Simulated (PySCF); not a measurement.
SiGeH6, in a box:

```
Si Ge H
1.0
    13.00000    0.00000    0.00000
     0.00000   13.00000    0.00000
     0.00000    0.00000   14.00000
Si Ge H
1 1 6
Direct
  0.45897 0.53295 0.43005
  0.53946 0.47293 0.57203
  0.35295 0.56916 0.45143
  0.45327 0.44873 0.35840
  0.51878 0.61972 0.38882
  0.54634 0.55965 0.64645
  0.64905 0.43472 0.55072
  0.47800 0.38351 0.61579
```

Base run:

* Program: PySCF 2.14.0
* Functional: PBE
* Potentials or basis: 6-31g* (all-electron)
* k mesh: 1 × 1 × 1
* Occupations: fixed
* Spin: no spin polarisation

Its results: gap between the frontier levels 6.95 eV.

**Question.** After a change of settings the same cell gave: gap between the frontier levels 9.37 eV. Which change was it?
A. functional from PBE to CAM-B3LYP; dispersion from none to D3(BJ)
B. functional from PBE to BLYP; dispersion from none to D3(BJ)
C. functional from PBE to TPSSh; dispersion from none to D3(OP)
D. functional from PBE to r2SCAN0

**Answer.** D.

r2SCAN0 gives the wider gap, since exact exchange removes part of the self-interaction.

Caveats: this is a molecule in a periodic box at the Γ point, so its band gap is the HOMO-LUMO gap; relativity is left out, which matters for the heavier elements; the basis of atomic orbitals isn't converged, which shifts pressures, moduli and gaps.
